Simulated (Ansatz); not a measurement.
**GaNH₂+ (doublet): from Hartree-Fock to the top rungs, cc-pVTZ**

One table from this session's results is given with a row withheld; the runs are named, their logs left out.

The runs use Ansatz 0.2.0, Gaussian basis; cc-pVTZ, core rule «outside noble gas», up to 15 orbitals frozen.

The runs, in order: UHF; CCSD(T) on ROHF; CCSD(T) on UHF; BCCD(T) on ROHF; CCSDT(Q) on ROHF; CCSDT(Q) on UHF.

7 further runs of the same task are left out: 4 for a known fault of the program, 3 set aside as unsound or not needed.

## What is computed

The geometry is a PBE0/def2-TZVP stationary point (not a proven minimum) of the parent state, kept for this charge and spin. No spin-orbit coupling is included. The filled d shell of Ga may be among the frozen orbitals whatever the setting's name suggests; the logs give the count.

4 atoms, charge 1, spin multiplicity 2.

Atoms are counted from 1 here; the program's logs count them from 0.

Bond lengths: N1–Ga2 1.692 Å, N1–H3 1.013 Å, Ga2–H4 1.530 Å. Angles: Ga2–N1–H3 122.2°, N1–Ga2–H4 164.2°.

As a file:

```xyz
4
charge 1, multiplicity 2
N     0.0000   -0.1532    1.3982
Ga    0.0000    0.0249   -0.2843
H     0.0000    0.6425    2.0258
H     0.0000   -0.2343   -1.7918
```

Set-up of the first run:

in.yaml

```yaml
crystal:
  periodic: [false, false, false]
  atoms:
    - {symbol: N, position_ang: [0.000000, -0.153152, 1.398194]}
    - {symbol: Ga, position_ang: [0.000000, 0.024866, -0.284267]}
    - {symbol: H, position_ang: [0.000000, 0.642469, 2.025804]}
    - {symbol: H, position_ang: [0.000000, -0.234291, -1.791777]}
basis:
  gaussian: {orbitals: cc-pVTZ}
total_charge: 1
magnetization: {spin_polarized: true, initial_magnetization: 1}
hamiltonian: {xc: hf}
output: {orbitals: {seedname: orbitals}}
```

Command:

```bash
$ ansatz run in.yaml --threads 1 --pin off --events-out ev --progress --plain --max-ram 2816MiB --backend cpu
```

Steps of the session up to this table: UHF; CCSD(T) on ROHF; CCSD(T) on UHF; BCCD(T) on ROHF; CCSDT(Q) on ROHF; CCSDT(Q) on UHF.

One of the session's tables, all rows but one given; the rest of the session is left out.

```
   method  from UCCSDT(Q) (meV)
     ROHF               +6997.9
      UHF               +6873.6
     RMP2                +842.9
     UMP2                +855.6
    RCCSD                +256.3
    UCCSD                +253.1
 RCCSD(T)                 +32.3
 UCCSD(T)                 +31.9
  BCCD(T)                 +32.5
   RCCSDT                     ?
   UCCSDT                 +11.8
RCCSDT(Q)                  +2.2
UCCSDT(Q)                     0
```

Estimate the missing values for RCCSDT.

As computed: from UCCSDT(Q) (meV): +12.9. In the column «from UCCSDT(Q) (meV)» it lies between UCCSDT (+11.8) and UCCSD(T) (+31.9).

Among the levels timed on like hardware and quicker than the yardstick, those that no quicker one beats, quickest first: UCCSD(T) (5 s, +31.9 meV); RCCSDT(Q) (15 s, +2.2 meV).

To keep in mind: Restricted and unrestricted rows rest on different reference determinants; where their highest levels disagree by more than a few hundredths of an eV, they describe different states and don't form one ladder.
